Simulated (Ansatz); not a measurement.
# C2H7FN2Si: rotation by 180° about the N2–C3 bond, part 1 of 2

Aim: the minimum-energy path and barrier of the rotation by 180° about the N2–C3 bond. The ends are relaxed first, then joined by a nudged elastic band. SMILES of the start: C=NC(F)N[SiH3].

Program: Ansatz 0.2.0. Level of theory: RKS r2SCAN/def2-SVP. These are calculated values, not measurements.

## (1) The starting structure

Bond lengths: C1–N2 1.256 Å, N2–C3 1.460 Å, C3–F4 1.377 Å, C3–N5 1.465 Å, N5–Si6 1.698 Å, C1–H7 1.062 Å, C1–H8 1.154 Å, C3–H9 1.039 Å, N5–H10 1.038 Å, Si6–H11 1.464 Å, Si6–H12 1.452 Å, Si6–H13 1.466 Å. Angles (14 of 19 angles, heavy atoms first): C1–N2–C3 114.4°, N2–C3–F4 108.4°, N2–C3–N5 107.3°, F4–C3–N5 103.9°, C3–N5–Si6 122.6°, N2–C1–H7 123.8°, N2–C1–H8 119.4°, N2–C3–H9 112.9°, F4–C3–H9 110.4°, N5–C3–H9 113.5°, C3–N5–H10 104.4°, Si6–N5–H10 109.8°, N5–Si6–H11 106.4°, N5–Si6–H12 108.1°.

Coordinates:

```xyz
13

C    -1.5494   -1.6373    1.4752
N    -0.6135   -1.5134    0.6461
C    -0.4870   -0.1761    0.0746
F    -0.3561    0.7266    1.1066
N     0.8060   -0.1171   -0.6106
Si    1.3936    1.3029   -1.3324
H    -1.7927   -2.5500    1.9604
H    -2.2236   -0.7299    1.7086
H    -1.2902    0.0811   -0.5328
H     1.4872   -0.4620    0.0923
H     2.6210    0.9309   -2.0382
H     0.3760    1.8028   -2.2403
H     1.6491    2.3067   -0.2947
```

## (2) Relaxing end A

input.yaml reads:

```yaml
crystal:
  periodic: [false, false, false]
  atoms:
    - { symbol: C, position_ang: [-1.5494, -1.6373, 1.4752] }
    - { symbol: "N", position_ang: [-0.6135, -1.5134, 0.6461] }
    - { symbol: C, position_ang: [-0.487, -0.1761, 0.0746] }
    - { symbol: F, position_ang: [-0.3561, 0.7266, 1.1066] }
    - { symbol: "N", position_ang: [0.806, -0.1171, -0.6106] }
    - { symbol: Si, position_ang: [1.3936, 1.3029, -1.3324] }
    - { symbol: H, position_ang: [-1.7927, -2.55, 1.9604] }
    - { symbol: H, position_ang: [-2.2236, -0.7299, 1.7086] }
    - { symbol: H, position_ang: [-1.2902, 0.0811, -0.5328] }
    - { symbol: H, position_ang: [1.4872, -0.462, 0.0923] }
    - { symbol: H, position_ang: [2.621, 0.9309, -2.0382] }
    - { symbol: H, position_ang: [0.376, 1.8028, -2.2403] }
    - { symbol: H, position_ang: [1.6491, 2.3067, -0.2947] }
basis:
  gaussian: { orbitals: def2-SVP }
hamiltonian:
  xc: r2scan
relax:
  f_tol: 0.015
  max_steps: 40
```

On the command line:

```bash
ansatz run input.yaml --threads 2 --pin off --max-ram 3072MiB --backend cpu --events-out ev --progress --plain --runs-dir out
```

Log (excerpt; [...] marks lines left out):

```text
Warning: RAYON_NUM_THREADS=2 ignored (pool sized by the plan → 2); use --threads N
[...]
Functional definition: r2SCAN
[...]
1410 factors; their error is unknown
[...]
mean field -15748.16856900 eV, -578.7345204188 hartree, gradient 5.4e-5 eV, S^2 0.000000; 0 other end points of the search recorded, 0 dependent functions left out
[...]
reference -15748.16857982 eV, -578.7345208164 hartree; 28, 28 occupied and 95, 95 virtual orbitals, 1410 factors
relax step   1: F+E_penalty+E_count = -15748.16856900 eV  Δ(F+E_penalty+E_count) = +0.000e0 eV  max|allowed force component| = 4.784e0 eV/Å  Δτ_max = 0.0000 Å  (29 SCF iters, accepted)
[...]
relax step   4: F+E_penalty+E_count = -15748.67351776 eV  Δ(F+E_penalty+E_count) = -5.267e-2 eV  max|allowed force component| = 8.343e-1 eV/Å  Δτ_max = 0.2000 Å  (30 SCF iters, accepted)
[...]
relax step   7: F+E_penalty+E_count = -15748.80081736 eV  Δ(F+E_penalty+E_count) = -2.180e-2 eV  max|allowed force component| = 3.437e-1 eV/Å  Δτ_max = 0.1337 Å  (30 SCF iters, accepted)
[...]
relax step  10: F+E_penalty+E_count = -15748.83408082 eV  Δ(F+E_penalty+E_count) = -1.173e-2 eV  max|allowed force component| = 2.119e-1 eV/Å  Δτ_max = 0.1000 Å  (32 SCF iters, accepted)
[...]
relax step  11: F+E_penalty+E_count = -15748.83893458 eV  Δ(F+E_penalty+E_count) = -4.854e-3 eV  max|allowed force component| = 3.508e-1 eV/Å  Δτ_max = 0.1459 Å  (29 SCF iters, accepted)
[...]
relax step  12: F+E_penalty+E_count = -15748.84561111 eV  Δ(F+E_penalty+E_count) = -6.677e-3 eV  max|allowed force component| = 3.648e-1 eV/Å  Δτ_max = 0.2000 Å  (30 SCF iters, accepted)
[...]
1410 factors; their error is unknown
```

## (3) More of the same log: end point A relaxed

Output, continued (excerpt; [...] marks lines left out):

```text
mean field -15748.85228981 eV, -578.7596466952 hartree, gradient 7.6e-6 eV, S^2 0.000000; 0 other end points of the search recorded, 0 dependent functions left out
[...]
reference -15748.85230093 eV, -578.7596471037 hartree; 28, 28 occupied and 95, 95 virtual orbitals, 1410 factors
relax step  13: F+E_penalty+E_count = -15748.85228981 eV  Δ(F+E_penalty+E_count) = -6.679e-3 eV  max|allowed force component| = 2.240e-1 eV/Å  Δτ_max = 0.0705 Å  (32 SCF iters, accepted)
[...]
relax step  15: F+E_penalty+E_count = -15748.85326462 eV  Δ(F+E_penalty+E_count) = -1.305e-4 eV  max|allowed force component| = 1.635e-1 eV/Å  Δτ_max = 0.0130 Å  (32 SCF iters, accepted)
[...]
relax step  17: F+E_penalty+E_count = -15748.85447665 eV  Δ(F+E_penalty+E_count) = -2.006e-4 eV  max|allowed force component| = 2.130e-2 eV/Å  Δτ_max = 0.0056 Å  (33 SCF iters, accepted)
[...]
Atom 3 at    -0.889098     0.847323     0.898772 Å, force     0.000534    -0.000374    -0.000710 eV/Å
Atom 4 at     0.760143    -0.090552    -0.455459 Å, force    -0.000886    -0.001235    -0.000608 eV/Å
Atom 5 at     1.447368     1.319958    -1.227882 Å, force    -0.000163     0.000091     0.000879 eV/Å
Atom 6 at    -1.668275    -2.620582     1.915727 Å, force    -0.002517     0.000981     0.002225 eV/Å
Atom 7 at    -1.713269    -0.753496     2.209821 Å, force     0.000236    -0.002283    -0.000122 eV/Å
Atom 8 at    -1.264974     0.068384    -0.906606 Å, force     0.000004     0.002228    -0.001982 eV/Å
Atom 9 at     1.360821    -0.705770     0.088681 Å, force     0.000537    -0.003059    -0.000967 eV/Å
Atom 10 at     2.694997     0.888401    -1.921227 Å, force     0.001082    -0.000115    -0.000638 eV/Å
Atom 11 at     0.427737     1.802895    -2.203228 Å, force     0.000023     0.000370     0.000008 eV/Å
Atom 12 at     1.796157     2.445713    -0.306743 Å, force    -0.000979     0.001482     0.001109 eV/Å
Dipole moment:     0.019283    -0.137463     0.157478 e Å
```

Run time: 1.7 min. Hardware: 2 threads of Arm Neoverse V1, shared host; peak memory 0.19 GiB.

Step by step:

```csv
step,energy from step 1 (eV),largest force component (eV/Å)
1,0.0000,4.7836
2,-0.4395,1.4364
3,-0.4523,1.1789
4,-0.5049,0.8343
5,-0.5819,0.5902
6,-0.6104,0.2631
7,-0.6322,0.3437
8x,-0.5365,1.5696
9,-0.6538,0.2438
10,-0.6655,0.2119
11,-0.6704,0.3508
12,-0.6770,0.3648
13,-0.6837,0.2240
14,-0.6846,0.1694
15,-0.6847,0.1635
16,-0.6857,0.0447
17,-0.6859,0.0213
18,-0.6860,0.0147
19,-0.6862,0.0180
20x,-0.6861,0.0195
21,-0.6862,0.0076
```

Step 1 is the start. 2 steps were tried and not accepted (marked x).

After: Bond lengths: C1–N2 1.269 Å, N2–C3 1.429 Å, C3–F4 1.422 Å, C3–N5 1.410 Å, N5–Si6 1.749 Å, C1–H7 1.100 Å, C1–H8 1.104 Å, C3–H9 1.107 Å, N5–H10 1.018 Å, Si6–H11 1.491 Å, Si6–H12 1.491 Å, Si6–H13 1.496 Å. Angles (14 of 19 angles, heavy atoms first): C1–N2–C3 119.3°, N2–C3–F4 112.2°, N2–C3–N5 110.1°, F4–C3–N5 110.8°, C3–N5–Si6 122.8°, N2–C1–H7 118.3°, N2–C1–H8 123.6°, N2–C3–H9 108.6°, F4–C3–H9 104.0°, N5–C3–H9 111.0°, C3–N5–H10 112.7°, Si6–N5–H10 119.5°, N5–Si6–H11 107.5°, N5–Si6–H12 106.3°.

## (4) Relaxing end B

The second end starts from a geometry with the move made by hand.

input.yaml reads:

```yaml
crystal:
  periodic: [false, false, false]
  atoms:
    - { symbol: C, position_ang: [-1.5494, -1.6373, 1.4752] }
    - { symbol: "N", position_ang: [-0.6135, -1.5134, 0.6461] }
    - { symbol: C, position_ang: [-0.487, -0.1761, 0.0746] }
    - { symbol: F, position_ang: [-0.54263, -0.28313, -1.29743] }
    - { symbol: "N", position_ang: [-1.70472, 0.5607, 0.41971] }
    - { symbol: Si, position_ang: [-2.00907, 2.13513, -0.13817] }
    - { symbol: H, position_ang: [-1.7927, -2.55, 1.9604] }
    - { symbol: H, position_ang: [-2.2236, -0.7299, 1.7086] }
    - { symbol: H, position_ang: [0.38619, 0.30655, 0.36582] }
    - { symbol: H, position_ang: [-2.47814, -0.06932, 0.13345] }
    - { symbol: H, position_ang: [-3.22921, 2.58389, 0.53483] }
    - { symbol: H, position_ang: [-0.86578, 2.96395, 0.2019] }
    - { symbol: H, position_ang: [-2.17177, 2.11239, -1.59513] }
basis:
  gaussian: { orbitals: def2-SVP }
hamiltonian:
  xc: r2scan
relax:
  f_tol: 0.015
  max_steps: 40
```

On the command line:

```bash
ansatz run input.yaml --threads 2 --pin off --max-ram 3072MiB --backend cpu --events-out ev --progress --plain --runs-dir out
```

Log:

```text
Warning: RAYON_NUM_THREADS=2 ignored (pool sized by the plan → 2); use --threads N
The last accepted step is kept in <dir> (removed where the run ends without a failure and the disk answers)
Engine: ansatz 0.2.0, aarch64-unknown-linux-gnu
[... 1 set-up line as earlier in the session ...]
  parameter k0 = 0.174
  parameter k1 = 0.065
  parameter a1 = 4.9479
  exchange = r2scan_x(k0 = k0, k1 = k1, a1 = a1)
  correlation = r2scan_c
1410 factors; their error is unknown
mean field evaluation 1: about -15741.1843 eV, gradient 5.7e1 eV
mean field evaluation 2: about -15732.1952 eV, gradient 8.3e1 eV
mean field evaluation 4: about -15747.8486 eV, gradient 6.8e0 eV
mean field evaluation 8: about -15747.9510 eV, gradient 2.5e-1 eV
mean field evaluation 16: about -15747.8476 eV, gradient 3.3e-4 eV
mean field -15747.84759588 eV, -578.7227248740 hartree, gradient 2.7e-5 eV, S^2 0.000000; 0 other end points of the search recorded, 0 dependent functions left out
the calculation of the forces begins
reference -15747.84760598 eV, -578.7227252452 hartree; 28, 28 occupied and 95, 95 virtual orbitals, 1410 factors
relax step   1: F+E_penalty+E_count = -15747.84759588 eV  Δ(F+E_penalty+E_count) = +0.000e0 eV  max|allowed force component| = 4.985e0 eV/Å  Δτ_max = 0.0000 Å  (29 SCF iters, accepted)
these checks for a lower state are left out or cut short: starts, cluster_reference, orbital_swaps, neighbouring_geometries, increment
1410 factors; their error is unknown
mean field -15748.48103546 eV, -578.7460033494 hartree, gradient 1.3e-5 eV, S^2 0.000000; 0 other end points of the search recorded, 0 dependent functions left out
the calculation of the forces begins
reference -15748.48104576 eV, -578.7460037277 hartree; 28, 28 occupied and 95, 95 virtual orbitals, 1410 factors
relax step   2: F+E_penalty+E_count = -15748.48103546 eV  Δ(F+E_penalty+E_count) = -6.334e-1 eV  max|allowed force component| = 1.462e0 eV/Å  Δτ_max = 0.1996 Å  (31 SCF iters, accepted)
these checks for a lower state are left out or cut short: starts, cluster_reference, orbital_swaps, neighbouring_geometries, increment
1410 factors; their error is unknown
mean field evaluation 32: about -15748.6210 eV, gradient 1.5e-5 eV
mean field -15748.62102384 eV, -578.7511478273 hartree, gradient 1.5e-5 eV, S^2 0.000000; 0 other end points of the search recorded, 0 dependent functions left out
the calculation of the forces begins
reference -15748.62103427 eV, -578.7511482106 hartree; 28, 28 occupied and 95, 95 virtual orbitals, 1410 factors
relax step   3: F+E_penalty+E_count = -15748.62102384 eV  Δ(F+E_penalty+E_count) = -1.400e-1 eV  max|allowed force component| = 8.744e-1 eV/Å  Δτ_max = 0.1988 Å  (29 SCF iters, accepted)
these checks for a lower state are left out or cut short: starts, cluster_reference, orbital_swaps, neighbouring_geometries, increment
1410 factors; their error is unknown
mean field -15748.70223788 eV, -578.7541323884 hartree, gradient 1.4e-5 eV, S^2 0.000000; 0 other end points of the search recorded, 0 dependent functions left out
the calculation of the forces begins
reference -15748.70224828 eV, -578.7541327705 hartree; 28, 28 occupied and 95, 95 virtual orbitals, 1410 factors
relax step   4: F+E_penalty+E_count = -15748.70223788 eV  Δ(F+E_penalty+E_count) = -8.121e-2 eV  max|allowed force component| = 4.725e-1 eV/Å  Δτ_max = 0.1821 Å  (29 SCF iters, accepted)
these checks for a lower state are left out or cut short: starts, cluster_reference, orbital_swaps, neighbouring_geometries, increment
1410 factors; their error is unknown
mean field -15748.71888447 eV, -578.7547441391 hartree, gradient 1.2e-5 eV, S^2 0.000000; 0 other end points of the search recorded, 0 dependent functions left out
the calculation of the forces begins
reference -15748.71889485 eV, -578.7547445208 hartree; 28, 28 occupied and 95, 95 virtual orbitals, 1410 factors
relax step   5: F+E_penalty+E_count = -15748.71888447 eV  Δ(F+E_penalty+E_count) = -1.665e-2 eV  max|allowed force component| = 3.278e-1 eV/Å  Δτ_max = 0.0937 Å  (31 SCF iters, accepted)
these checks for a lower state are left out or cut short: starts, cluster_reference, orbital_swaps, neighbouring_geometries, increment
1410 factors; their error is unknown
mean field -15748.72975996 eV, -578.7551438061 hartree, gradient 1.2e-5 eV, S^2 0.000000; 0 other end points of the search recorded, 0 dependent functions left out
the calculation of the forces begins
reference -15748.72977034 eV, -578.7551441875 hartree; 28, 28 occupied and 95, 95 virtual orbitals, 1410 factors
relax step   6: F+E_penalty+E_count = -15748.72975996 eV  Δ(F+E_penalty+E_count) = -1.088e-2 eV  max|allowed force component| = 2.031e-1 eV/Å  Δτ_max = 0.0364 Å  (31 SCF iters, accepted)
these checks for a lower state are left out or cut short: starts, cluster_reference, orbital_swaps, neighbouring_geometries, increment
1410 factors; their error is unknown
mean field -15748.73592061 eV, -578.7553702060 hartree, gradient 1.2e-5 eV, S^2 0.000000; 0 other end points of the search recorded, 0 dependent functions left out
the calculation of the forces begins
reference -15748.73593099 eV, -578.7553705874 hartree; 28, 28 occupied and 95, 95 virtual orbitals, 1410 factors
relax step   7: F+E_penalty+E_count = -15748.73592061 eV  Δ(F+E_penalty+E_count) = -6.161e-3 eV  max|allowed force component| = 1.374e-1 eV/Å  Δτ_max = 0.0714 Å  (31 SCF iters, accepted)
these checks for a lower state are left out or cut short: starts, cluster_reference, orbital_swaps, neighbouring_geometries, increment
1410 factors; their error is unknown
mean field evaluation 64: about -15748.7393 eV, gradient 3.8e-1 eV
mean field -15748.73956414 eV, -578.7555041031 hartree, gradient 1.2e-5 eV, S^2 0.000000; 0 other end points of the search recorded, 0 dependent functions left out
the calculation of the forces begins
reference -15748.73957452 eV, -578.7555044845 hartree; 28, 28 occupied and 95, 95 virtual orbitals, 1410 factors
relax step   8: F+E_penalty+E_count = -15748.73956414 eV  Δ(F+E_penalty+E_count) = -3.644e-3 eV  max|allowed force component| = 6.273e-2 eV/Å  Δτ_max = 0.0389 Å  (32 SCF iters, accepted)
these checks for a lower state are left out or cut short: starts, cluster_reference, orbital_swaps, neighbouring_geometries, increment
1410 factors; their error is unknown
mean field -15748.73970872 eV, -578.7555094161 hartree, gradient 1.2e-5 eV, S^2 0.000000; 0 other end points of the search recorded, 0 dependent functions left out
the calculation of the forces begins
reference -15748.73971908 eV, -578.7555097968 hartree; 28, 28 occupied and 95, 95 virtual orbitals, 1410 factors
relax step   9: F+E_penalty+E_count = -15748.73970872 eV  Δ(F+E_penalty+E_count) = -1.446e-4 eV  max|allowed force component| = 7.379e-2 eV/Å  Δτ_max = 0.0347 Å  (32 SCF iters, accepted)
these checks for a lower state are left out or cut short: starts, cluster_reference, orbital_swaps, neighbouring_geometries, increment
1410 factors; their error is unknown
mean field -15748.74106068 eV, -578.7555590998 hartree, gradient 1.2e-5 eV, S^2 0.000000; 0 other end points of the search recorded, 0 dependent functions left out
the calculation of the forces begins
reference -15748.74107104 eV, -578.7555594806 hartree; 28, 28 occupied and 95, 95 virtual orbitals, 1410 factors
relax step  10: F+E_penalty+E_count = -15748.74106068 eV  Δ(F+E_penalty+E_count) = -1.352e-3 eV  max|allowed force component| = 3.894e-2 eV/Å  Δτ_max = 0.0309 Å  (32 SCF iters, accepted)
these checks for a lower state are left out or cut short: starts, cluster_reference, orbital_swaps, neighbouring_geometries, increment
1410 factors; their error is unknown
mean field -15748.74124357 eV, -578.7555658210 hartree, gradient 1.2e-5 eV, S^2 0.000000; 0 other end points of the search recorded, 0 dependent functions left out
the calculation of the forces begins
reference -15748.74125393 eV, -578.7555662017 hartree; 28, 28 occupied and 95, 95 virtual orbitals, 1410 factors
relax step  11: F+E_penalty+E_count = -15748.74124357 eV  Δ(F+E_penalty+E_count) = -1.829e-4 eV  max|allowed force component| = 3.404e-2 eV/Å  Δτ_max = 0.0188 Å  (32 SCF iters, accepted)
these checks for a lower state are left out or cut short: starts, cluster_reference, orbital_swaps, neighbouring_geometries, increment
1410 factors; their error is unknown
mean field evaluation 96: about -15748.7413 eV, gradient 1.2e-5 eV
mean field -15748.74131888 eV, -578.7555685885 hartree, gradient 1.2e-5 eV, S^2 0.000000; 0 other end points of the search recorded, 0 dependent functions left out
the calculation of the forces begins
reference -15748.74132924 eV, -578.7555689692 hartree; 28, 28 occupied and 95, 95 virtual orbitals, 1410 factors
relax step  12: F+E_penalty+E_count = -15748.74131888 eV  Δ(F+E_penalty+E_count) = -7.531e-5 eV  max|allowed force component| = 2.622e-2 eV/Å  Δτ_max = 0.0130 Å  (34 SCF iters, accepted)
these checks for a lower state are left out or cut short: starts, cluster_reference, orbital_swaps, neighbouring_geometries, increment
1410 factors; their error is unknown
mean field -15748.74136423 eV, -578.7555702553 hartree, gradient 1.2e-5 eV, S^2 0.000000; 0 other end points of the search recorded, 0 dependent functions left out
the calculation of the forces begins
reference -15748.74137459 eV, -578.7555706360 hartree; 28, 28 occupied and 95, 95 virtual orbitals, 1410 factors
relax step  13: F+E_penalty+E_count = -15748.74136423 eV  Δ(F+E_penalty+E_count) = -4.536e-5 eV  max|allowed force component| = 2.720e-2 eV/Å  Δτ_max = 0.0105 Å  (34 SCF iters, accepted)
these checks for a lower state are left out or cut short: starts, cluster_reference, orbital_swaps, neighbouring_geometries, increment
1410 factors; their error is unknown
mean field -15748.74139286 eV, -578.7555713075 hartree, gradient 1.2e-5 eV, S^2 0.000000; 0 other end points of the search recorded, 0 dependent functions left out
the calculation of the forces begins
reference -15748.74140322 eV, -578.7555716881 hartree; 28, 28 occupied and 95, 95 virtual orbitals, 1410 factors
relax step  14: F+E_penalty+E_count = -15748.74139286 eV  Δ(F+E_penalty+E_count) = -2.863e-5 eV  max|allowed force component| = 2.167e-2 eV/Å  Δτ_max = 0.0042 Å  (34 SCF iters, accepted)
these checks for a lower state are left out or cut short: starts, cluster_reference, orbital_swaps, neighbouring_geometries, increment
1410 factors; their error is unknown
mean field -15748.74144410 eV, -578.7555731902 hartree, gradient 1.2e-5 eV, S^2 0.000000; 0 other end points of the search recorded, 0 dependent functions left out
the calculation of the forces begins
reference -15748.74145445 eV, -578.7555735708 hartree; 28, 28 occupied and 95, 95 virtual orbitals, 1410 factors
relax step  15: F+E_penalty+E_count = -15748.74144410 eV  Δ(F+E_penalty+E_count) = -5.123e-5 eV  max|allowed force component| = 5.291e-3 eV/Å  Δτ_max = 0.0033 Å  (34 SCF iters, accepted)
1410 factors; their error is unknown
mean field evaluation 128: about -15748.7156 eV, gradient 7.7e0 eV
mean field -15748.74144410 eV, -578.7555731902 hartree, gradient 1.2e-5 eV, S^2 0.000000; 1 other end points of the search recorded, 0 dependent functions left out
the calculation of the forces begins
reference -15748.74145445 eV, -578.7555735708 hartree; 28, 28 occupied and 95, 95 virtual orbitals, 1410 factors
Total energy: -15748.74145445 eV, -578.7555735708 hartree
Atom 0 at    -1.431296    -1.694197     1.658788 Å, force    -0.005291    -0.002507     0.001156 eV/Å
Atom 1 at    -0.706602    -1.523710     0.633356 Å, force     0.003092    -0.000791     0.000404 eV/Å
Atom 2 at    -0.711870    -0.242532    -0.023171 Å, force    -0.001331     0.002631    -0.003919 eV/Å
Atom 3 at    -0.424313    -0.496151    -1.361947 Å, force    -0.001993    -0.001175    -0.000024 eV/Å
Atom 4 at    -1.909882     0.508369     0.105547 Å, force     0.003257    -0.001233     0.001802 eV/Å
Atom 5 at    -1.987856     2.232941    -0.202168 Å, force     0.000165     0.003156     0.000473 eV/Å
Atom 6 at    -1.407304    -2.670978     2.165485 Å, force     0.000746     0.001344     0.001120 eV/Å
Atom 7 at    -2.092594    -0.910350     2.079175 Å, force     0.002133    -0.001072    -0.001027 eV/Å
Atom 8 at     0.136710     0.350693     0.370012 Å, force     0.000573     0.000593     0.000919 eV/Å
Atom 9 at    -2.725909    -0.044353    -0.161007 Å, force    -0.001197     0.000325    -0.000502 eV/Å
Atom 10 at    -3.242788     2.744337     0.420450 Å, force    -0.000552    -0.001342    -0.000894 eV/Å
Atom 11 at    -0.786801     2.826733     0.451753 Å, force    -0.000376     0.000623     0.000459 eV/Å
Atom 12 at    -1.990825     2.622657    -1.646390 Å, force     0.000775    -0.000552     0.000035 eV/Å
Dipole moment:    -0.371789     0.159393     0.406893 e Å
```

Wall time 76 s (2 threads of Arm Neoverse V1, shared host); peak memory 0.19 GiB.

Step by step:

```csv
step,energy from step 1 (eV),largest force component (eV/Å)
1,0.0000,4.9846
2,-0.6334,1.4618
3,-0.7734,0.8744
4,-0.8546,0.4725
5,-0.8713,0.3278
6,-0.8822,0.2031
7,-0.8883,0.1374
8,-0.8920,0.0627
9,-0.8921,0.0738
10,-0.8935,0.0389
11,-0.8936,0.0340
12,-0.8937,0.0262
13,-0.8938,0.0272
14,-0.8938,0.0217
15,-0.8938,0.0053
```

Step 1 is the start.

After: Bond lengths: C1–N2 1.267 Å, N2–C3 1.440 Å, C3–F4 1.393 Å, C3–N5 1.420 Å, N5–Si6 1.754 Å, C1–H7 1.101 Å, C1–H8 1.108 Å, C3–H9 1.108 Å, N5–H10 1.021 Å, Si6–H11 1.491 Å, Si6–H12 1.491 Å, Si6–H13 1.496 Å. Angles (14 of 19 angles, heavy atoms first): C1–N2–C3 119.1°, N2–C3–F4 106.0°, N2–C3–N5 115.6°, F4–C3–N5 111.0°, C3–N5–Si6 122.8°, N2–C1–H7 118.7°, N2–C1–H8 123.6°, N2–C3–H9 108.2°, F4–C3–H9 106.3°, N5–C3–H9 109.3°, C3–N5–H10 111.4°, Si6–N5–H10 116.8°, N5–Si6–H11 107.5°, N5–Si6–H12 106.2°.

(Continued in part 2 of 2.)
